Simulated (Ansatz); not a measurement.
# CuPt: further runs on the relaxed cell

The task here is to estimate one member of a computed series from the others.

Computed with Ansatz 0.2.0 (DFT r2SCAN, scalar-relativistic, plane waves, PAW, unless a step's input says otherwise).

1 further run of the same task is left out (set aside as unsound or not needed).

### The system as given

The structure is trigonal, space group R-3m (No. 166). The conventional cell has a = 2.720 Å, b = 2.720 Å, c = 12.756 Å, α = 90.00°, β = 90.00°, γ = 120.00°. Around Cu (site symmetry -3m) lie 6 Pt at 2.64 Å and 6 Cu at 2.72 Å. Around Pt (site symmetry -3m) lie 6 Cu at 2.64 Å and 6 Pt at 2.72 Å.

Coordinates:

```
CELL_PARAMETERS angstrom
1.35979 0.78508 4.25191
-1.35979 0.78508 4.25191
0.00000 -1.57015 4.25191
ATOMIC_POSITIONS crystal
Cu 0.00000 0.00000 0.00000
Pt 0.50000 0.50000 0.50000
```

It goes back to an entry of the Materials Project, which need not be the stable form.

This cell was relaxed beforehand with the same method: volume 13.62 Å³/atom, gap on the mesh none (metal).

The first run:

Input file input.yaml:

```yaml
crystal:
  lattice:
    - [1.3460566942, 0.7771461947, 4.2089554172]
    - [-1.3460566942, 0.7771461947, 4.2089554172]
    - [0.0, -1.5542923894, 4.2089554172]
  atoms:
    - { symbol: Cu, position: [0.0, 0.0, 0.0] }
    - { symbol: Pt, position: [0.5, 0.5, 0.5] }
basis:
  ecutwfc: 500
kpoints:
  mp_grid: { grid: [18, 18, 18] }
hamiltonian:
  xc: r2scan
scf:
  occupations: { method: gaussian, width: 0.1 }
output:
  forces: true
  stress: true
  eigenvalues: true
relax:
  adjacent_minimum: "off"
  f_tol: 0.01
  max_steps: 30
  cell: { stress_tol: 0.1, fix: [volume] }
```

Launch:

```bash
$ ansatz run input.yaml --threads 1 --pin off --max-ram 2560MiB --backend cpu --events-out ev --progress --plain --runs-dir out
```

Steps of the session up to this table: Volume × 0.97; Point at V/V0 = 1.03; Point at V/V0 = 0.94; Volume × 1.06; The cell scaled to 0.91 of its volume; The cell scaled to 1.10 of its volume; Point at V/V0 = 0.88.

One table of the session follows, with a row left open; its other results are not shown here.

It belongs to the step «Energy against volume». 

| volume (Å³/atom) | energy above the lowest point (meV/atom) | pressure (GPa) |
| --- | --- | --- |
| 11.983 | 173.0 | 38.71 |
| 12.392 | 90.8 | 26.19 |
| 12.800 | 37.7 | 15.79 |
| 13.209 | ? | ? |
| 13.617 | 0.0 | 0.00 |
| 14.026 | 7.8 | -5.94 |
| 14.434 | 29.4 | -10.84 |
| 14.979 | 75.6 | -16.07 |

Q: Estimate the row for volume (Å³/atom) = 13.209 from the others.

Worked estimate for «energy above the lowest point (meV/atom)». A straight line through the neighbours (12.800, 37.7) and (13.617, 0.0) gives 37.7 + (0.0 − 37.7) × (13.209 − 12.800) / (13.617 − 12.800) = 18.8; a parabola fitted to 4 rows on both sides gives 8.7.

As computed: energy above the lowest point (meV/atom): 8.8; pressure (GPa): 7.16. In «energy above the lowest point (meV/atom)» the line misses by +10.0 and the parabola by -0.1.
